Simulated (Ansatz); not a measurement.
Task: energies of removing a hydrogen of H₇MgNSSi₂, SMILES [SiH3][N]([SiH3])[Mg][SH], with Ansatz's Python interface. Give the script and its output. Settings (for the species named): Hartree-Fock, def2-SVP basis, multiplicity 1.

```json
{"atom": "Si", "x (Å)": "-1.1966", "y (Å)": "-1.3195", "z (Å)": "-0.0823"}
{"atom": "N", "x (Å)": "0.3894", "y (Å)": "-0.7372", "z (Å)": "-0.5745"}
{"atom": "Si", "x (Å)": "1.3474", "y (Å)": "-0.6235", "z (Å)": "0.9023"}
{"atom": "Mg", "x (Å)": "0.2641", "y (Å)": "1.2177", "z (Å)": "-1.2972"}
{"atom": "S", "x (Å)": "-0.0479", "y (Å)": "3.4732", "z (Å)": "-2.1495"}
{"atom": "H", "x (Å)": "-1.8274", "y (Å)": "-0.3013", "z (Å)": "0.8579"}
{"atom": "H", "x (Å)": "-2.0744", "y (Å)": "-1.3394", "z (Å)": "-1.2835"}
{"atom": "H", "x (Å)": "-1.1312", "y (Å)": "-2.5912", "z (Å)": "0.5153"}
{"atom": "H", "x (Å)": "0.7663", "y (Å)": "0.3405", "z (Å)": "1.8979"}
{"atom": "H", "x (Å)": "2.7291", "y (Å)": "-0.1458", "z (Å)": "0.5941"}
{"atom": "H", "x (Å)": "1.4744", "y (Å)": "-1.9512", "z (Å)": "1.5646"}
{"atom": "H", "x (Å)": "-0.6161", "y (Å)": "3.9225", "z (Å)": "-0.9111"}
```

`bde_h7mgnssi2.py`
```python
"""Cost of removing each kind of hydrogen from H7MgNSSi2, fragments frozen."""

import ansatz as az


def total_energy(molecule, charge=0, unpaired=0):
    calc = (
        molecule.calculation()
        .basis(gaussian="def2-SVP")
        .functional("hf")
    )
    if charge:
        calc = calc.charge(charge)
    if unpaired:
        calc = calc.spin("collinear", total=unpaired)
    return calc.run().report["free_energy_ev"]

GEOMETRY = """
Si   -1.19660   -1.31950   -0.08230
N     0.38940   -0.73720   -0.57450
Si    1.34740   -0.62350    0.90230
Mg    0.26410    1.21770   -1.29720
S    -0.04790    3.47320   -2.14950
H    -1.82740   -0.30130    0.85790
H    -2.07440   -1.33940   -1.28350
H    -1.13120   -2.59120    0.51530
H     0.76630    0.34050    1.89790
H     2.72910   -0.14580    0.59410
H     1.47440   -1.95120    1.56460
H    -0.61610    3.92250   -0.91110
"""

def without(molecule, index):
    rest = az.Crystal.molecule()
    for i, site in enumerate(molecule.cartesian_sites):
        if i != index:
            rest = rest.atom(site.symbol, site.position_ang)
    return rest


def main() -> None:
    mol = az.Crystal.molecule()
    for line in GEOMETRY.strip().splitlines():
        symbol, *xyz = line.split()
        mol = mol.atom(symbol, [float(v) for v in xyz])

    whole = total_energy(mol, 0)
    hydrogen = total_energy(az.Crystal.molecule().atom("H", (0, 0, 0)), 0, 1)
    print(f"E(molecule) = {whole:.5f} eV, E(H) = {hydrogen:.5f} eV")
    for index in [10, 11]:
        radical = total_energy(without(mol, index), 0, 1)
        print(f"H{index}: homolysis {23.060548 * (radical + hydrogen - whole):.1f} kcal/mol")


if __name__ == "__main__":
    main()
```

```console
$ python bde_h7mgnssi2.py
E(molecule) = -33556.74897 eV, E(H) = -13.58606 eV
H10: homolysis 75.5 kcal/mol
H11: homolysis 63.6 kcal/mol
```

What to keep in mind:
- Total energies depend on the basis set; only differences at equal settings carry meaning.
- The geometry is a force-field or estimated start, not a minimum of this method, and the basis set is short of its limit. All parts are taken at fixed geometry, without zero-point energy.
- Hartree-Fock leaves correlation out, so bond, atomisation and ionisation energies come out well too low.
- Finished in 39 s on 1 thread of Arm Neoverse V1 (shared host), peak memory 0.4 GiB.
